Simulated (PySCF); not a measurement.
# H6SeSi2 (silylselanylsilane): the cost of one run

Programs: PySCF 2.14.0, with density-fitted response routines of our own. Each step states its level of theory. These are calculated values for one molecule in the gas phase, unless marked as measured. Atoms are numbered from 0 throughout.

## Step 1: The molecule as given

9 atoms, charge 0, multiplicity 1; geometry from: PBE0-D3(BJ)/def2-SVP.

Bonds of the start (Å): Si0–Se1 2.29, Se1–Si2 2.29, Si0–H3 1.49, Si0–H4 1.49, Si0–H5 1.49, Si2–H6 1.49, Si2–H7 1.49, Si2–H8 1.49.

## Step 2: X-ray photoelectron lines: SCAN, X2C

Job settings and geometry (Å):

```
{"job": {"kind": "xps"}, "charge": 0, "multiplicity": 1}
Si     1.624983     0.718827     0.535213
Se     0.170645     0.919260    -1.216606
Si    -1.373392    -0.553826    -0.399351
H      2.050395    -0.701590     0.714696
H      2.801654     1.566605     0.192037
H      1.000524     1.197534     1.804363
H     -0.797745    -1.927254    -0.287496
H     -2.501911    -0.551269    -1.372666
H     -1.855030    -0.123858     0.947524
```

With the program's defaults for keys left out, this is: delta-SCF UKS SCAN, pcX-2 on the ionised atom, pcseg-1 elsewhere, spin-free X2C.

Command:

```console
$ OMP_NUM_THREADS=1 python probes_run.py task.json out
```

The driver reads the jobs from task.json and runs them one after another.

Q: Estimate the wall time and peak memory of this first job on 1 thread of Arm Neoverse V1, shared host.

About 7.6 s, with a peak of 0.41 GiB.
